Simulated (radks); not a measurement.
# Ho⁴⁺ in [Xe] 4f9: an all-electron calculation

Wanted: eigenvalues, radial structure and energy terms of the holmium ion Ho4+.

The numbers are computed with radks (a radial shooting solver on a logarithmic mesh, Libxc functionals) version 1 (Dirac Kohn-Sham, BLYP, spin-unpolarised, spherical densities, finite nucleus; open shells fill j = l - 1/2 first), except any that are marked as measured or tabulated.

## Step 1: Starting point

| Property | Result |
| --- | --- |
| element | holmium (Z = 67) |
| charge | +4 |
| electrons | 63 |
| configuration | [Xe] 4f9 |
| nuclear rms radius | 5.2022 fm |

## Step 2: Self-consistent calculation

The run's settings:

```text
Z 67
configuration [Xe] 4f9 6s0 5d0 6p0 5f0
relativity Dirac
functional b88,lyp
spin unpolarised
j_filling energy
nucleus finite rms 5.2022 fm
c 137.035999084
```

Q: Predict the outcome of this run.

**Answer**, as computed:

| quantity | value |
| --- | --- |
| total energy | -12624.9471 hartree |
| exchange-correlation share of it | 2.14 % |
| −T/E | 1.1002 |
| highest occupied level | 4f7/2, -54.721 eV |
| most extended occupied level | 5p3/2, <r> = 1.43 bohr |
| radius at density 0.001 e/bohr³ | 3.02 bohr |
| maxima of the radial density | 4 |
| ionisation energy, NIST | 63.9 (semi-emp.) eV |

What this shows: 5 principal shells are occupied and 4 maxima appear in the radial density; where shells overlap, one shows as a shoulder or not at all. Relativity lifts −T/E to 1.100. Minus the highest eigenvalue, 54.721 eV, is 86 % of the tabulated ionisation energy (63.9 eV); the potential of a semilocal functional falls off too fast, so its top eigenvalue is too shallow. Spin polarisation and multiplet splitting are left out.
